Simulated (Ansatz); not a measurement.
# BrClHSn, SMILES [Cl][SnH][Br]: a rigid scan of one bond length

Run with Ansatz's Python interface.

Script `scan_brclhsn.py`:
```python
"""Stretching a bond of BrClHSn, the rest held rigid."""

from dataclasses import dataclass

import ansatz as az
import matplotlib.pyplot as plt
import numpy as np


@dataclass(frozen=True)
class Settings:
    basis: str = "def2-SVP"
    xc: str = "HF"


opts = Settings()

system = (
    az.Crystal.molecule()
    .atom("Cl", (-2.1345, 0.1333, -0.1146))
    .atom("Sn", (0.1224, 0.0215, -0.5641))
    .atom("Br", (1.1012, -1.7814, 0.8597))
    .atom("H", (0.9665, 1.5663, -0.2013))
)

symbols = [site.symbol for site in system.cartesian_sites]
start = np.array([site.position_ang for site in system.cartesian_sites])
axis = (start[2] - start[1]) / np.linalg.norm(start[2] - start[1])
moving = [2]
lengths, energies = [2.197, 2.297, 2.397, 2.497, 2.597, 2.697, 2.797, 2.947], []
for length in lengths:
    xyz = start.copy()
    xyz[moving] += (length - np.linalg.norm(start[2] - start[1])) * axis
    point = az.Crystal.molecule()
    for symbol, place in zip(symbols, xyz):
        point = point.atom(symbol, place.tolist())
    model = (
        point.calculation()
        .basis(gaussian=opts.basis)
        .functional(opts.xc)
        .spin("collinear", total=1)
    )
    data = model.run(threads=1).report
    energies.append(data["free_energy_ev"])
    print(f"r = {length:6.3f} A  E = {energies[-1]:.5f} eV  <S^2> = {abs(data['mean_field']['state']['spin_squared']):.3f}")

# quartic fit about the minimum
fit = np.polynomial.Polynomial.fit(lengths, np.array(energies) - min(energies), 4).convert()
roots = [r.real for r in fit.deriv().roots() if abs(r.imag) < 1e-9 and fit.deriv(2)(r.real) > 0]
r_e = min(roots, key=lambda r: abs(r - lengths[int(np.argmin(energies))]))
print(f"minimum of the fit at {r_e:.4f} A, force constant {fit.deriv(2)(r_e):.2f} eV/A^2")
plt.figure(figsize=(4.5, 3))
plt.plot(lengths, np.array(energies) - min(energies), "o-")
plt.xlabel("bond length (A)")
plt.ylabel("E - E(min) (eV)")
plt.tight_layout()
plt.savefig("scan.png", dpi=100)
```

```console
$ python scan_brclhsn.py
r =  2.197 A  E = -88312.36785 eV  <S^2> = 0.759
r =  2.297 A  E = -88312.91548 eV  <S^2> = 0.760
r =  2.397 A  E = -88313.19289 eV  <S^2> = 0.761
r =  2.497 A  E = -88313.28318 eV  <S^2> = 0.763
r =  2.597 A  E = -88313.24574 eV  <S^2> = 0.764
r =  2.697 A  E = -88313.12318 eV  <S^2> = 0.767
r =  2.797 A  E = -88312.94640 eV  <S^2> = 0.770
r =  2.947 A  E = -88312.62822 eV  <S^2> = 0.783
minimum of the fit at 2.5101 A, force constant 12.18 eV/A^2
```

Reading the output:
- Total energies depend on the basis set; only differences at equal settings carry meaning.
- The rest of the molecule is held rigid at a force-field or estimated start geometry, and the basis set is modest; single-reference methods fail as a bond breaks.
- def2 sets replace the cores of elements past krypton by effective core potentials.
- The species is open-shell (spin multiplicity 2).
- Hartree-Fock leaves correlation out, so bond, atomisation and ionisation energies come out well too low.
- Spin-orbit coupling of the heavy open-shell atom is left out.
- The whole script took 20 s on 1 thread of Intel(R) Xeon(R) Processor @ 2.30GHz, with other jobs on the host, peak memory 0.36 GiB.
